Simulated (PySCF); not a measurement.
# CuS₂⁻: relaxation and vibrations of the singlet

Where does singlet CuS₂⁻ go from a side-on start, is the end point a minimum, and what are its modes, charges and moments?

Method: PBE0, basis Cu def2-SVPD, S def2-SVPD, no relativity, density fitting; program: PySCF 2.14.0.

## (1) Where the work starts

3 atoms, charge -1, spin multiplicity 1.

Bond lengths: Cu1–S2 2.193 Å, Cu1–S3 2.193 Å, S2–S3 2.000 Å. Angles: S2–Cu1–S3 54.3°, Cu1–S2–S3 62.9°, Cu1–S3–S2 62.9°.

Z-matrix (Å, degrees; charge -1 multiplicity 1):
```
Cu
S  1 2.1930
S  2 2.0000 1 62.87
```

## (2) Side-on start, singlet: relaxation

One driver script runs all steps and calls PySCF; scf.py shows how it sets up the SCF of each step. The optimiser is the driver's own. Before each start the driver seeks the lowest SCF state from one or more starting densities and follows internal instabilities, so scf.py alone need not reach the same state.

The program finds C2v symmetry in the start, which this walk keeps.

File scf.py:

```python
from pyscf import gto, scf, dft
mol = gto.M(atom='''
Cu     0.000000     0.000000    -0.983668
S      1.000000    -0.000000     0.968061
S     -1.000000     0.000000     0.968061''',
    basis={'Cu': 'def2-SVPD', 'S': 'def2-SVPD'},
    charge=-1, spin=0)
mf = dft.RKS(mol, xc='PBE0')
mf.grids.atom_grid = (50, 194)
aux = {'Cu': 'def2-universal-JKFIT', 'S': 'def2-universal-JKFIT'}
mf = mf.density_fit(auxbasis=aux)
mf.kernel()
```

Steps of the walk:

| step | energy (Eh) | change (kJ/mol) | largest symmetric gradient (Eh/bohr) |
| --- | --- | --- | --- |
| 0 | -2435.961931 | 0.00 | 0.08098 |
| 1 | -2435.977419 | -40.66 | 0.02008 |
| 2 | -2435.979138 | -45.18 | 0.00818 |
| 3 | -2435.979744 | -46.77 | 0.00368 |
| 4 | -2435.979847 | -47.04 | 0.00231 |
| 5 | -2435.979869 | -47.10 | 0.00094 |
| 6 | -2435.979872 | -47.10 | 0.00029 |
| 7 | -2435.979873 | -47.11 | 0.00006 |

The walk ran for 4.9 s (4 threads, shared host).

After 7 steps and 47.1 kJ/mol it ends at C2v: Cu–S 2.188 Å (×2), S–S 2.315 Å; Cu–S–S 58.1° (×2), S–Cu–S 63.9°.

## (3) Frequencies

The point is checked on the finer grid, and tightened if its gradient asks for it. The Hessian and the dipole derivatives come from central differences of analytic gradients, with steps of 0.01 bohr.

scf.py: that of step 2 with these lines changed.

```diff
@@ -3,3 +3,3 @@
-Cu     0.000000     0.000000    -0.983668
-S      1.000000    -0.000000     0.968061
-S     -1.000000     0.000000     0.968061''',
+Cu     0.000000     0.000000    -0.935965
+S      1.157605    -0.000000     0.921115
+S     -1.157605     0.000000     0.921115''',
@@ -9 +9 @@
-mf.grids.atom_grid = (50, 194)
+mf.grids.atom_grid = (75, 302)
```

This SCF starts from the last density.

Log of the central SCF (cycles and frontier levels):

```text
init E= -2435.97999481406
  HOMO = -0.00741558969846423  LUMO = 0.0721209840810477  gap/eV = 2.16430
cycle= 1 E= -2435.97999481404  delta_E= 2.09e-11  |g|= 1.31e-05  |ddm|= 3.41e-05
  HOMO = -0.00741962346099356  LUMO = 0.0721203317878665  gap/eV = 2.16439
cycle= 2 E= -2435.97999481397  delta_E= 6.55e-11  |g|= 2.38e-05  |ddm|= 5.29e-05
  HOMO = -0.00741768454543479  LUMO = 0.0721207447391388  gap/eV = 2.16435
cycle= 3 E= -2435.97999481409  delta_E= -1.16e-10  |g|= 5.12e-06  |ddm|= 3.36e-05
  HOMO = -0.00741732699427455  LUMO = 0.0721206931228631  gap/eV = 2.16434
cycle= 4 E= -2435.97999481408  delta_E= 1e-11  |g|= 4.26e-07  |ddm|= 5.67e-06
  HOMO = -0.00741733569588732  LUMO = 0.0721207555390126  gap/eV = 2.16434
Extra cycle  E= -2435.97999481409  delta_E= -1.09e-11  |g|= 8.79e-07  |ddm|= 1.73e-06
converged SCF energy = -2435.97999481409
```

The whole step took 7.1 s.

Geometry: C2v; Cu–S 2.188 Å (×2), S–S 2.315 Å; Cu–S–S 58.1° (×2), S–Cu–S 63.9°.

Modes, for the most abundant isotopes:

```tsv
symmetry	ω (cm⁻¹)	IR (km/mol)	μ (u)
a1	220	13.7	37.62
b2	267	4.5	35.88
a1	429	11.2	35.44
```

No imaginary mode, so this is a minimum.

Properties at this point:

* Dipole moment about the centre of mass: 6.21 D
* Highest occupied level: -0.20 eV
* Lowest empty level: 1.96 eV
* Rotational constants: 0.1967, 0.1541, 0.08642 cm⁻¹
* Zero-point energy: 5.5 kJ/mol
* Principal polarisabilities: 73.5, 102.8, 103.5 bohr³
* Principal traceless quadrupole moments about the centre of mass: -7.61, 2.18, 5.43 D Å
* Entropy at 298.15 K and 1 bar: 290.5 J/(mol K)
* Heat capacity Cp at 298.15 K: 54.0 J/(mol K)
* Enthalpy at 298.15 K above 0 K: 13.26 kJ/mol
* Rotational symmetry number: 2

Populations by atom (charges in e):

```
atom  Mulliken  Löwdin  polar tensor  Mayer order to Cu1
 Cu1      0.07    0.14          0.25                   –
S2,3     -0.54   -0.57         -0.62                0.79
```

Mulliken populations on Cu1: s 6.58, p 12.58, d 9.77, f 0.00.

## (4) Stability of the closed shell

At the lowest minimum the closed shell is tested against spin polarisation, on the (50, 194) grid. It is stable.

## (5) Results

| quantity | value |
| --- | --- |
| minimum | singlet, C2v |
| geometry | Cu–S 2.188 Å (×2), S–S 2.315 Å; Cu–S–S 58.1° (×2), S–Cu–S 63.9° |
| wavenumbers (cm⁻¹) | 220 (a1), 267 (b2), 429 (a1) |
| dipole moment (centre of mass) | 6.21 D |
| highest occupied, lowest empty level | -0.20, 1.96 eV |
| polar-tensor charge of Cu1 | +0.25 e |
| zero-point energy | 5.5 kJ/mol |
| entropy at 298.15 K | 290.5 J/(mol K) |

The side-on start keeps its C2v symmetry and ends in a minimum. The strongest infrared band lies at 220 cm⁻¹ (a1). Other starts or spin states, not run here, may lie lower.

The search up to here took 16 s.
